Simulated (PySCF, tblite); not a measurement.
# AlH₁₀N₃O₂Si₂, a fragment of a glass network (3-ring): NMR shifts, core binding energies and electronic excitations, part 2 of 2

tblite 0.8.0 and PySCF 2.14.0. Atoms count from 0, parts from 1.

## (5) Core holes by ΔSCF: SCAN, X2C

Job settings and geometry (Å):

```
{"job": {"kind": "xps", "holes": 5}, "charge": 0, "multiplicity": 1}
O      1.128677     1.282808    -2.598021
Al     0.698102     0.390730    -1.198389
O      1.516832     0.539074     0.357479
N      0.192000    -1.351409    -1.187100
Si     0.060406    -1.947735     0.427691
N     -0.803966    -0.794319     1.454533
Si    -0.769898     0.925420     1.402311
N     -0.735081     1.491694    -0.353095
H      1.778935     1.000199    -3.241090
H      2.248497     0.008482     0.678925
H     -0.250175    -1.884867    -1.926040
H     -0.762113    -3.200616     0.477612
H      1.388057    -2.258713     1.043322
H     -1.659265    -1.159957     1.863794
H     -2.138404     1.338850     1.870310
H      0.194076     1.738173     2.177468
H     -1.652528     1.414510    -0.794103
H     -0.454879     2.472945    -0.429016
```

Level: delta-SCF UKS SCAN, pcX-2 on the ionised atom, pcseg-1 elsewhere, spin-free X2C.

What it wrote:

```text
ground state, core basis on atom 0 (O), 205 functions
  cycle   1  E = -1143.56751449  |g| = 1.36e+00
  cycle   2  E = -1142.55811014  |g| = 2.56e+00
  cycle   3  E = -1143.90792773  |g| = 2.44e-01
  cycle   4  E = -1143.91462715  |g| = 1.63e-01
  cycle   5  E = -1143.92017419  |g| = 2.30e-02
  cycle   6  E = -1143.92026728  |g| = 1.42e-02
  cycle   7  E = -1143.92030932  |g| = 4.58e-03
  cycle   8  E = -1143.92031406  |g| = 1.19e-03
  cycle   9  E = -1143.92031431  |g| = 4.42e-04
  E(ground) = -1144.03178641 Eh
hole in O 1s of atom 0
  cycle   1  E = -1123.36026505  |g| = 2.22e+00
  cycle   2  E = -1121.21892808  |g| = 2.52e+00
  cycle   3  E = -1123.69854883  |g| = 9.76e-01
  cycle   4  E = -1124.08222492  |g| = 4.47e-01
  cycle   5  E = -1124.16078838  |g| = 1.62e-01
  cycle   6  E = -1124.17043532  |g| = 7.03e-02
  cycle   7  E = -1124.17265784  |g| = 1.92e-02
  cycle   8  E = -1124.17282349  |g| = 5.56e-03
  cycle   9  E = -1124.17283358  |g| = 2.91e-03
  cycle  10  E = -1124.17283687  |g| = 9.54e-04
  cycle  11  E = -1124.17283785  |g| = 4.24e-04
  E(ion) = -1124.28588364 Eh   <S^2> = 0.7615   hole on atom = 1.000   binding energy = 537.313 eV
ground state, core basis on atom 1 (Al), 216 functions
  cycle   1  E = -1143.96947837  |g| = 2.49e-01
  cycle   2  E = -1143.96818955  |g| = 1.15e-01
  cycle   3  E = -1143.96732975  |g| = 1.28e-01
  cycle   4  E = -1143.97041741  |g| = 1.67e-02
  cycle   5  E = -1143.97045903  |g| = 2.35e-03
  cycle   6  E = -1143.97046123  |g| = 6.67e-04
  cycle   7  E = -1143.97046051  |g| = 1.49e-04
  E(ground) = -1144.04895204 Eh
hole in Al 2p of atom 1
  cycle   1  E = -1140.75751066  |g| = 1.09e+00
  cycle   2  E = -1140.74202460  |g| = 9.35e-01
  cycle   3  E = -1141.00122664  |g| = 2.62e-01
  cycle   4  E = -1141.02815419  |g| = 1.03e-01
  cycle   5  E = -1141.03113272  |g| = 4.42e-02
  cycle   6  E = -1141.03192630  |g| = 1.29e-02
  cycle   7  E = -1141.03198179  |g| = 6.57e-03
  cycle   8  E = -1141.03199993  |g| = 1.24e-03
  cycle   9  E = -1141.03200103  |g| = 4.51e-04
  E(ion) = -1141.11688447 Eh   <S^2> = 0.7518   hole on atom = 1.004   binding energy = 79.786 eV
  2p3/2 = 79.510 eV   2p1/2 = 79.964 eV
ground state, core basis on atom 2 (O), 205 functions
  cycle   1  E = -1143.91746145  |g| = 1.04e-01
  cycle   2  E = -1143.91624346  |g| = 9.73e-02
  cycle   3  E = -1143.91731053  |g| = 5.80e-02
  cycle   4  E = -1143.91789316  |g| = 2.21e-03
  cycle   5  E = -1143.91789024  |g| = 7.54e-04
  cycle   6  E = -1143.91789110  |g| = 2.86e-04
  E(ground) = -1144.02947988 Eh
hole in O 1s of atom 2
  cycle   1  E = -1123.35018742  |g| = 2.23e+00
  cycle   2  E = -1122.25282933  |g| = 2.38e+00
  cycle   3  E = -1123.97253727  |g| = 6.78e-01
  cycle   4  E = -1124.07455001  |g| = 4.55e-01
  cycle   5  E = -1124.16821604  |g| = 9.93e-02
  cycle   6  E = -1124.17200013  |g| = 4.13e-02
  cycle   7  E = -1124.17270141  |g| = 1.36e-02
  cycle   8  E = -1124.17277750  |g| = 4.93e-03
  cycle   9  E = -1124.17278794  |g| = 2.53e-03
  cycle  10  E = -1124.17279138  |g| = 9.80e-04
  cycle  11  E = -1124.17279265  |g| = 4.26e-04
  E(ion) = -1124.28617237 Eh   <S^2> = 0.7617   hole on atom = 1.000   binding energy = 537.243 eV
ground state, core basis on atom 6 (Si), 216 functions
  cycle   1  E = -1143.98839521  |g| = 2.96e-01
  cycle   2  E = -1143.98686499  |g| = 1.20e-01
  cycle   3  E = -1143.98494040  |g| = 1.53e-01
  cycle   4  E = -1143.98932344  |g| = 1.65e-02
  cycle   5  E = -1143.98936732  |g| = 2.90e-03
  cycle   6  E = -1143.98936856  |g| = 8.28e-04
  cycle   7  E = -1143.98936703  |g| = 1.62e-04
  E(ground) = -1144.06332566 Eh
hole in Si 2p of atom 6
  cycle   1  E = -1139.70003046  |g| = 1.24e+00
  cycle   2  E = -1137.50343680  |g| = 2.01e+00
  cycle   3  E = -1139.66932700  |g| = 8.28e-01
  cycle   4  E = -1140.00542428  |g| = 1.88e-01
  cycle   5  E = -1140.01606863  |g| = 1.48e-01
  cycle   6  E = -1140.02560888  |g| = 4.90e-02
  cycle   7  E = -1140.02661937  |g| = 1.33e-02
  cycle   8  E = -1140.02669068  |g| = 3.78e-03
  cycle   9  E = -1140.02669743  |g| = 1.81e-03
  cycle  10  E = -1140.02670023  |g| = 3.57e-04
  E(ion) = -1140.11112802 Eh   <S^2> = 0.7517   hole on atom = 1.003   binding energy = 107.545 eV
  2p3/2 = 107.377 eV   2p1/2 = 108.004 eV
ground state, core basis on atom 7 (N), 205 functions
  cycle   1  E = -1143.90213376  |g| = 7.55e-02
  cycle   2  E = -1143.90214707  |g| = 2.30e-02
  cycle   3  E = -1143.90216345  |g| = 2.32e-02
  cycle   4  E = -1143.90228339  |g| = 6.73e-03
  cycle   5  E = -1143.90229524  |g| = 4.24e-04
  E(ground) = -1144.01523223 Eh
hole in N 1s of atom 7
  cycle   1  E = -1128.27918367  |g| = 1.86e+00
  cycle   2  E = -1123.09159609  |g| = 3.12e+00
  cycle   3  E = -1128.55669164  |g| = 8.59e-01
  cycle   4  E = -1128.84376466  |g| = 5.40e-01
  cycle   5  E = -1128.96812755  |g| = 1.70e-01
  cycle   6  E = -1128.97902461  |g| = 7.48e-02
  cycle   7  E = -1128.98117311  |g| = 1.80e-02
  cycle   8  E = -1128.98129995  |g| = 5.21e-03
  cycle   9  E = -1128.98131259  |g| = 2.73e-03
  cycle  10  E = -1128.98131387  |g| = 1.37e-03
  cycle  11  E = -1128.98131593  |g| = 2.70e-04
  E(ion) = -1129.09231521 Eh   <S^2> = 0.7648   hole on atom = 1.000   binding energy = 406.073 eV
```

Run time: 98 s. Hardware: 1 thread of Arm Neoverse V2, shared host; peak memory 0.79 GiB.

Binding energies by hole, beside the orbital energy of the ground state; the difference holds orbital relaxation and, for a density functional, its self-interaction error:

| hole | stands for | environment | ΔSCF (eV; 2p as the shell's mean) | −ε (eV) | ⟨S²⟩ |
| --- | --- | --- | --- | --- | --- |
| O1s on O0 | O0 | oxygen bonded to Al, H | 537.31 | 515.5 | 0.761 |
| Al2p on Al1 | Al1 | aluminium bonded to 2 N, 2 O, in a 6-membered ring | 79.66 | 69.8 | 0.752 |
| O1s on O2 | O2 | oxygen bonded to Al, H | 537.24 | 515.7 | 0.762 |
| Si2p on Si6 | Si6 | silicon bonded to 2 N, 2 H, in a 6-membered ring | 107.59 | 96.8 | 0.752 |
| N1s on N7 | N7 | donor nitrogen of a Lewis adduct | 406.07 | 387.0 | 0.765 |

With the spin-orbit splitting: Al1 2p3/2 79.51, 2p1/2 79.96 eV; Si6 2p3/2 107.38, 2p1/2 108.00 eV. The table gives each 2p level as the mean over the whole 2p shell (two parts 2p3/2, one part 2p1/2), which differs a little from the single hole in the log.

## (6) TDDFT and polarisability: CAM-B3LYP/def2-SVPD

Settings changed since step 5:

```diff
@@ -1,2 +1,2 @@
-{"job": {"kind": "xps", "holes": 5}, "charge": 0, "multiplicity": 1}
+{"job": {"kind": "uv", "xc": "CAM-B3LYP", "basis": "def2-SVPD", "nstates": 6, "ntriplets": 2, "ip": true}, "charge": 0, "multiplicity": 1}
 O      1.128677     1.282808    -2.598021
```

Level: TDDFT CAM-B3LYP/def2-SVPD, vertical, gas phase, core orbitals frozen in the response.

What it wrote:

```text
coarse grid: 16432 points
cycle   1  E = -1141.4292678002  dE =  8.192e-01  |g| = 1.171e+00  |ddm| = 6.955e+00
cycle   2  E = -1141.2315212136  dE =  1.977e-01  |g| = 1.569e+00  |ddm| = 5.793e+00
cycle   3  E = -1141.7064532273  dE = -4.749e-01  |g| = 9.089e-02  |ddm| = 3.003e+00
cycle   4  E = -1141.7074640947  dE = -1.011e-03  |g| = 6.207e-02  |ddm| = 3.713e-01
cycle   5  E = -1141.7082495658  dE = -7.855e-04  |g| = 8.720e-03  |ddm| = 9.818e-02
cycle   6  E = -1141.7082678345  dE = -1.827e-05  |g| = 2.503e-03  |ddm| = 3.646e-02
cycle   7  E = -1141.7082692323  dE = -1.398e-06  |g| = 1.012e-03  |ddm| = 5.790e-03
final grid: 144856 points
cycle   8  E = -1141.8642589452  dE = -2.844e-05  |g| = 4.295e-03  |ddm| = 9.394e-02
cycle   9  E = -1141.8642577769  dE =  1.168e-06  |g| = 5.042e-03  |ddm| = 1.396e-02
cycle  10  E = -1141.8642630488  dE = -5.272e-06  |g| = 2.070e-04  |ddm| = 5.554e-03
cycle  11  E = -1141.8642630556  dE = -6.859e-09  |g| = 2.044e-04  |ddm| = 1.009e-03
cycle  12  E = -1141.8642630639  dE = -8.259e-09  |g| = 2.461e-05  |ddm| = 3.289e-04
cycle  13  E = -1141.8642630641  dE = -1.942e-10  |g| = 9.276e-06  |ddm| = 1.127e-04
converged SCF energy = -1141.8642630641

Static polarisability (au): isotropic 100.504, principal 89.870 105.052 106.589

Singlet excitations
state   eV       nm        f      main configurations
  1   6.0269    205.7   0.02902   H->L 0.82
  2   6.7241    184.4   0.02530   H-1->L+1 0.24, H->L+1 0.22, H-1->L+2 0.19
  3   6.8886    180.0   0.00544   H-1->L 0.39, H->L+1 0.38
  4   7.0485    175.9   0.01262   H-1->L+1 0.35, H->L+2 0.16, H->L+5 0.10
  5   7.1278    173.9   0.00982   H-2->L 0.24, H-1->L 0.12, H->L+1 0.11
  6   7.1656    173.0   0.02468   H-2->L 0.43, H->L+2 0.09

Triplet excitations (Tamm-Dancoff, eV): 5.8078 6.4365
Vertical ionisation energy (delta-SCF) = 9.0122 eV
```

Run time: 5.7 min. Hardware: 1 thread of Arm Neoverse V2, shared host; peak memory 1.4 GiB.

Frontier orbitals and where they lie:

| orbital | eV | atoms |
| --- | --- | --- |
| HOMO−3 | -10.00 | O2 19 %, O0 18 %, N3 13 % |
| HOMO−2 | -9.82 | O0 47 %, O2 16 %, N3 11 % |
| HOMO−1 | -8.96 | N5 48 %, Si4 12 %, Si6 10 % |
| HOMO | -8.37 | N3 62 %, N5 9 %, Si4 8 % |
| LUMO | 0.34 | Al1 49 %, O0 8 %, H16 7 % |
| LUMO+1 | 1.18 | Si6 15 %, Si4 14 %, Al1 8 % |
| LUMO+2 | 1.24 | Si6 25 %, O0 10 %, H13 9 % |

With each of the 6 states as a Gaussian band of 0.4 eV half-width at 1/e, the curve within the window shown has maxima at 204 nm (ε 1,200), 177 nm (ε 2,500) L/(mol cm). Beyond the last state computed it falls off for lack of states. The curve at chosen wavelengths:

nm, ε (L/mol/cm) and a bar:
```
      166        997 ###########
      168       1408 ################
      171       2005 #######################
      173       2308 ###########################
      176       2536 ##############################
      178       2531 ##############################
      181       2337 ############################
      183       2126 #########################
      186       1766 ####################
      188       1539 ##################
      191       1276 ##############
      193       1171 #############
      196       1122 ############
      198       1142 #############
      201       1203 #############
      203       1232 ##############
      206       1222 ##############
      208       1169 #############
      211       1027 ###########
      213        903 ##########
      216        700 #######
      218        568 #####
      221        393 ###
      223        298 ##
      226        187 #
      228        133
```

Further results of this job:

| property | computed |
| --- | --- |
| dipole moment (D) | 1.85 |
| polarisability (Å³) | 14.89 |
| HOMO–LUMO gap (eV) | 8.71 |
| −ε(HOMO) (eV) | 8.37 |

## (7) Results

This closing draws on all 2 parts.

| quantity | value |
| --- | --- |
| point group | C1 |
| rotational constants (main isotopes) | 1.65, 1.17, 0.83 GHz |
| 1H shifts against TMS (PBE0/pcSseg-1) | 5.48, 4.99, 4.86, 4.72, 1.45, 1.36, 1.12, 1.08, 1.02, 0.49 ppm |
| 17O shifts against H2O (PBE0/pcSseg-1) | 70.2, 21.0 ppm |
| 27Al shifts against AlH4- (PBE0/pcSseg-1) | 7.5 ppm |
| 15N shifts against NH3 (PBE0/pcSseg-1) | 47.8, 43.4, 36.8 ppm |
| 29Si shifts against TMS (PBE0/pcSseg-1) | -34.9, -45.3 ppm |
| O1s binding energies, SCAN/pcX-2 | O0 537.31, O2 537.24 eV |
| Al2p binding energies, SCAN/pcX-2 | Al1 79.66 eV |
| Si2p binding energies, SCAN/pcX-2 (standing for 1 of 2 atoms) | Si6 107.59 eV |
| N1s binding energies, SCAN/pcX-2 (standing for 1 of 3 atoms) | N7 406.07 eV |
| lowest singlet (CAM-B3LYP/def2-SVPD) | 6.03 eV (206 nm), f = 0.029 |
| lowest triplet | 5.81 eV |
| vertical ionisation energy (ΔSCF) | 9.01 eV |

**Reading.** The start of the PBE0/def2-SVP relaxation was shaken at random by about 0.01 Å, so part of the energy gained, and of the first lengths quoted, undoes that. The optimisation took 41 steps and gained 0.585 eV; among the close pairs (by a distance rule), Al1–O2 changed most, from 1.642 to 1.764 Å (PBE0/def2-SVP). At PBE0/pcSseg-1: The widest tensor belongs to Si6: span 116 ppm, with a paramagnetic part of -481 ppm. At SCAN/pcX-2: the O1s levels computed lie within 0.07 eV of one another, too close to rank. The first singlet state (HOMO→LUMO 0.82) lies at 6.03 eV and is weak. The lowest triplet lies 0.22 eV below the lowest singlet (triplets in Tamm-Dancoff, singlets in full TDDFT). ΔSCF puts the ionisation energy at 9.01 eV, 0.64 eV above −ε(HOMO). A capped cluster stands for the solid here, so long-range fields and strain are missing, and bands or shifts of the capping hydrogens have no counterpart in it.
